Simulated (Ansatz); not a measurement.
# Al: the cost of one run

Program: Ansatz 0.2.0. Level of theory: DFT PBE, scalar-relativistic, plane waves, PAW. These are calculated values, not measurements.

### 1 The starting structure

The structure is cubic, space group Fm-3m (No. 225). Conventional cell: a = 4.050 Å, b = 4.050 Å, c = 4.050 Å, α = 90.00°, β = 90.00°, γ = 90.00°. Al (site symmetry m-3m) has 12 Al at 2.86 Å as nearest neighbours.

As a file:

```
Al
1.0
     0.00000    2.02500    2.02500
     2.02500    0.00000    2.02500
     2.02500    2.02500    0.00000
Al
1
Direct
  0.00000 0.00000 0.00000
```

### 2 Relaxing cell and atoms: Al, no spin

input.yaml

```yaml
crystal:
  lattice:
    - [0.0, 2.025, 2.025]
    - [2.025, 0.0, 2.025]
    - [2.025, 2.025, 0.0]
  atoms:
    - { symbol: Al, position: [0.0, 0.0, 0.0] }
scf:
  occupations: { method: gaussian, width: 0.1 }
output:
  forces: true
  stress: true
  eigenvalues: true
  write_density: true
  write_potential: true
  elf: true
  volumetric_format: npy
hamiltonian:
  xc: pbe
relax:
  f_tol: 0.003
  max_steps: 60
  cell: { stress_tol: 0.02 }
kpoints:
  mp_grid: { grid: [24, 24, 24] }
```

Started as:

```
$ ansatz run input.yaml --threads 8 --pin off --max-ram 16384MiB --backend cpu --events-out ev --progress --plain --runs-dir out
```

**Question.** How long does this run take on 8 threads of Arm Neoverse N1, shared host, and how much memory does it need?

About 3.2 s, with a peak of 0.34 GiB.
